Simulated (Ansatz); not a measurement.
**CH₄CdS: up Jacob's ladder to CCSD(T)**

How much do the methods differ for CH₄CdS? The plan is to run it at one geometry with functionals of several rungs and with coupled cluster. The yardstick is the atomisation energy at the CCSD(T) limit.

The runs use Ansatz 0.2.0, Gaussian basis; functionals in def2-TZVPP, the program's frozen cores in correlated methods.

The runs, in order: LDA (SPW92), PBE-D4, revPBE-D4, BLYP-D4, r2SCAN-D4, B97M-V, PBE0-D4, B3LYP-D4, r2SCANh-D4, r2SCAN0-D4, HSE06-D4, BHLYP-D4, CAM-B3LYP-D4, LC-ωPBE, ωB97X-V, ωB97M-V, B2PLYP, PBE-QIDH; CCSD(T)/def2-SVP; CCSD(T)/def2-TZVPP; MP2/def2-QZVPP; extrapolation to the limit; RPA on PBE.

### 1 Structure used throughout

The geometry comes from an earlier relaxation with PBE0-D4 in a triple-zeta def2 set; it is a stationary point, not always the lowest conformer. Cd takes the def2 core potential; no spin-orbit term is included.

SMILES `[CH3][Cd][SH]`, 7 atoms, charge 0, spin multiplicity 1.

Atoms are counted from 1 here; the program's logs count them from 0.

Bond lengths: C1–Cd2 2.105 Å, C1–H4 1.090 Å, C1–H5 1.091 Å, C1–H6 1.090 Å, Cd2–S3 2.352 Å, S3–H7 1.344 Å. Angles: Cd2–C1–H4 110.0°, Cd2–C1–H5 109.8°, Cd2–C1–H6 110.0°, H4–C1–H5 109.0°, H4–C1–H6 109.1°, H5–C1–H6 109.0°, C1–Cd2–S3 179.2°, Cd2–S3–H7 93.4°.

### 2 LDA

This LDA is Slater exchange with PW92 correlation.

in.yaml

```yaml
crystal:
  periodic: [false, false, false]
  atoms:
    - {symbol: C, position_ang: [-1.090301, 0.792029, -0.479992]}
    - {symbol: Cd, position_ang: [0.361328, -0.436020, 0.422434]}
    - {symbol: S, position_ang: [1.961970, -1.813819, 1.456520]}
    - {symbol: H, position_ang: [-1.975412, 0.204421, -0.725445]}
    - {symbol: H, position_ang: [-0.688497, 1.227220, -1.395781]}
    - {symbol: H, position_ang: [-1.372716, 1.596278, 0.200035]}
    - {symbol: H, position_ang: [2.864830, -1.638310, 0.476532]}
basis:
  gaussian: {orbitals: def2-TZVPP}
hamiltonian: {xc: lda}
output: {orbitals: {seedname: orbitals}}
```

After this run come: PBE-D4 (GGA); revPBE-D4 (GGA); BLYP-D4 (GGA); r2SCAN-D4 (meta-GGA); B97M-V (meta-GGA); PBE0-D4 (hybrid); B3LYP-D4 (hybrid); r2SCANh-D4 (hybrid); r2SCAN0-D4 (hybrid); HSE06-D4 (hybrid); BHLYP-D4 (hybrid); CAM-B3LYP-D4 (range-separated); LC-ωPBE-D4 (range-separated); ωB97X-V (range-separated); ωB97M-V (range-separated); B2PLYP (double hybrid); PBE-QIDH (double hybrid); CCSD(T) in def2-SVP; CCSD(T) in def2-TZVPP; MP2 in def2-QZVPP; RPA on PBE orbitals.

**Question.** What will the summary of the whole plan be? Wanted: atomisation energy, CCSD(T)/CBS; farthest beyond LDA; mean size of error, GGA; mean size of error, meta-GGA; mean size of error, hybrid; mean size of error, range-separated; mean size of error, double hybrid; gap, smallest and largest; T1 diagnostic.

**Answer**, as computed:

```
                               quantity                                                                               value
        atomisation energy, CCSD(T)/CBS                                                                      484.4 kcal/mol
functionals within 2.4 kcal/mol (0.5 %)  B97M-V, PBE0-D4, r2SCANh-D4, r2SCAN0-D4, HSE06-D4, CAM-B3LYP-D4, LC-ωPBE, PBE-QIDH
                    farthest beyond LDA                                                           BHLYP-D4 (-14.0 kcal/mol)
                mean size of error, GGA                                                                        6.9 kcal/mol
           mean size of error, meta-GGA                                                                        1.9 kcal/mol
             mean size of error, hybrid                                                                        3.8 kcal/mol
    mean size of error, range-separated                                                                        3.0 kcal/mol
      mean size of error, double hybrid                                                                        5.7 kcal/mol
              gap, smallest and largest                                               4.25 eV (BLYP-D4), 10.98 eV (LC-ωPBE)
                          T1 diagnostic                                                                              0.0123
triples share of the correlation energy                                                                               3.3 %
```

In words: LDA overbinds by 67.6 kcal/mol (14 %). PBE-D4 is off by +4.6 kcal/mol. Double hybrids carry the basis error of their MP2 part in triple zeta, and no dispersion term here, so their miss is partly the set-up's. By mean error the best rung here is meta-GGA (1.9 kcal/mol) and the worst beyond LDA is GGA (6.9 kcal/mol). The gap between the best rungs is small, so their order is not settled. The reference freezes the cores and leaves out spin-orbit coupling and excitations past (T), so misses under about 2.4 kcal/mol can't be ranked. All levels share the lack of spin-orbit coupling, which lowers the free heavy atoms and so the true binding. Hartree-Fock recovers 73 % of the binding; the rest is correlation. CCSD(T) in def2-SVP is off by -29.1 kcal/mol, so the small basis spoils what the method gains. Orbital gaps span 4.2 to 11.0 eV; exact exchange widens them. Correlated methods include outer-core shells of Cd, which these sets cover unevenly.
